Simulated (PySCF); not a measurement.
# Cl3H6MoO3 (quartet): open-shell or spin-flip excitations

Wanted: open-shell or spin-flip excitations for Cl3H6MoO3 (quartet) (`[OH2]->[Mo](<-[OH2])(<-[OH2])([Cl])([Cl])[Cl]`).

Programs: PySCF 2.14.0, with routines of our own; each step states its level. All values are computed. Atoms count from 0.

## (1) The system as given

13 atoms, charge 0, multiplicity 4; geometry from: GFN2-xTB.

## (2) Open-shell or spin-flip excitations: unrestricted TDA TPSSh/def2-SVP Mo:def2-TZVP

The job: settings as JSON, then the geometry in Å.

```
{"job": {"kind": "uabs", "xc": "TPSSh", "basis": {"default": "def2-SVP", "Mo": "def2-TZVP"}, "nstates": 15, "tda": true, "pol": false}, "charge": 0, "multiplicity": 4}
Mo     0.236040     0.238480     0.228490
Cl    -0.116830     0.061070     2.565150
O      0.479060     0.294790    -2.160970
H      1.414710     0.080230    -2.296410
H      0.359660     1.231550    -2.379400
Cl     2.559410    -0.161060    -0.015950
O     -2.146050     0.535520     0.370510
H     -2.271060     1.470580     0.146260
H     -2.332230     0.434420     1.316880
Cl     0.024280     2.558200    -0.203140
O      0.346230    -2.142760     0.541750
H      0.162330    -2.258420     1.486730
H      1.284450    -2.342610     0.400110
```

Method: unrestricted TDA TPSSh/def2-SVP Mo:def2-TZVP, vertical, gas phase, core orbitals frozen in the response.

Command:

```
$ OMP_NUM_THREADS=1 python excited_run.py task.json out
```

This one command runs all jobs of the session in turn.

What it wrote:

```text
starts in def2-SVP, energy above the lowest (Eh): 0.00000 0.00000 0.00000 0.00000 0.00000
final grid: 115504 points
cycle   1  E = -1677.7296437802  dE = -3.288e-03  |g| = 4.623e-03  |ddm| = 2.468e-01
cycle   2  E = -1677.7296137647  dE =  3.002e-05  |g| = 8.941e-03  |ddm| = 1.211e-02
cycle   3  E = -1677.7296540588  dE = -4.029e-05  |g| = 1.537e-03  |ddm| = 8.959e-03
cycle   4  E = -1677.7296549408  dE = -8.820e-07  |g| = 8.490e-04  |ddm| = 1.962e-03
cycle   5  E = -1677.7296552408  dE = -3.000e-07  |g| = 2.398e-04  |ddm| = 8.787e-04
cycle   6  E = -1677.7296552660  dE = -2.524e-08  |g| = 2.755e-05  |ddm| = 2.224e-04
cycle   7  E = -1677.7296552664  dE = -3.920e-10  |g| = 1.055e-05  |ddm| = 4.142e-05
converged SCF energy = -1677.7296552664

<S^2> of the reference = 3.7629 (exact 3.7500)

Excitations
state   eV       nm        f      <S^2>   main configurations
  1   2.5577    484.7   0.00000   3.782   Ha->La 0.37, H-1a->L+1a 0.36, H-1a->La 0.14, Ha->L+1a 0.12  MC
  2   2.5891    478.9   0.00006   3.782   Ha->L+1a 0.31, H-1a->La 0.29, H-2a->L+1a 0.16, H-2a->La 0.14  MC
  3   2.5935    478.1   0.00007   3.782   H-1a->L+1a 0.27, Ha->La 0.27, H-2a->La 0.20, H-2a->L+1a 0.17  MC
  4   2.9064    426.6   0.00115   3.782   H-2a->La 0.40, H-2a->L+1a 0.21, H-1a->L+1a 0.19, Ha->La 0.16  MC
  5   2.9115    425.8   0.00114   3.782   H-2a->L+1a 0.44, H-2a->La 0.25, H-1a->La 0.16, Ha->L+1a 0.13  MC
  6   2.9347    422.5   0.00154   3.792   Ha->L+1a 0.38, H-1a->La 0.34, Ha->La 0.14, H-1a->L+1a 0.12  MC
  7   4.6939    264.1   0.00116   3.778   Hb->Lb 0.72, H-2b->Lb 0.11  LMCT
  8   4.6960    264.0   0.00123   3.778   Hb->L+1b 0.73, H-1b->Lb 0.10  LMCT
  9   4.6978    263.9   0.00006   3.779   H-2b->L+1b 0.32, H-1b->Lb 0.30, H-1b->L+1b 0.19, H-2b->Lb 0.11  LMCT
 10   4.7072    263.4   0.00018   3.778   H-2b->Lb 0.36, H-1b->L+1b 0.32, H-2b->L+1b 0.17, H-1b->Lb 0.14  LMCT
 11   4.7852    259.1   0.00138   3.811   Ha->L+2a 0.39, H-2b->Lb 0.20, H-1b->L+1b 0.20  LMCT
 12   4.7855    259.1   0.00156   3.810   H-1a->L+2a 0.37, H-2b->L+1b 0.21, H-1b->Lb 0.20  LMCT
 13   4.8198    257.2   0.00509   3.801   Ha->L+2a 0.44, H-1b->L+2b 0.23, H-2b->L+2b 0.10, H-1b->L+1b 0.09  LMCT
 14   4.8214    257.2   0.00509   3.802   H-1a->L+2a 0.46, H-2b->L+2b 0.23, H-1b->L+2b 0.10, H-1b->Lb 0.08  LMCT
 15   4.8305    256.7   0.00003   3.787   Hb->L+2b 0.94  LMCT
```

It took 2.9 min on 1 thread of Arm Neoverse V1, shared host; peak memory 0.8 GiB.

In short:

```
quantity  value
    ⟨S²⟩  3.763
```

Löwdin spin populations:

Mo0 2.79; Cl1 0.07; O2 -0.01; H3 0.01; H4 0.01; Cl5 0.07; O6 -0.01; H7 0.01; H8 0.01; Cl9 0.07; O10 -0.01; H11 0.01; H12 0.01

## (3) Open-shell or spin-flip excitations: PBE0/MINI

The job, as its differences from that of step 2:

```diff
@@ -1,2 +1,2 @@
-{"job": {"kind": "uabs", "xc": "TPSSh", "basis": {"default": "def2-SVP", "Mo": "def2-TZVP"}, "nstates": 15, "tda": true, "pol": false}, "charge": 0, "multiplicity": 4}
+{"job": {"kind": "uabs", "xc": "PBE0", "basis": "MINI", "nstates": 15, "tda": true, "grid": 0, "scf": {"max_cycle": 68}}, "charge": 0, "multiplicity": 4}
 Mo     0.236040     0.238480     0.228490
```

With the program's defaults for keys left out, this is: PBE0/MINI.

What it wrote:

```text
KeyError: 'Element mo (Z=42) not found in basis MINI version 0'
```

Wall time 0.01 s (1 thread of Arm Neoverse V1, shared host).

Diagnosis: The basis MINI has no functions for an element of the molecule, so the input was refused before any integral. Cure: choose a basis that covers all elements.

## (4) Results

| quantity | value |
| --- | --- |
| lowest and brightest state of nearly pure spin, of 15 (step 2, unrestricted TDA TPSSh/def2-SVP Mo:def2-TZVP) | 2.56 eV; 4.82 eV, f = 0.005 |
| runs | 1 failed, 0 ended on unsound input |

In words: Steps that list no spin-orbit terms leave them out, which matters at and beside the heavy atoms. The geometry comes from tight binding, which is rough for metal atoms, and these values hang on it.
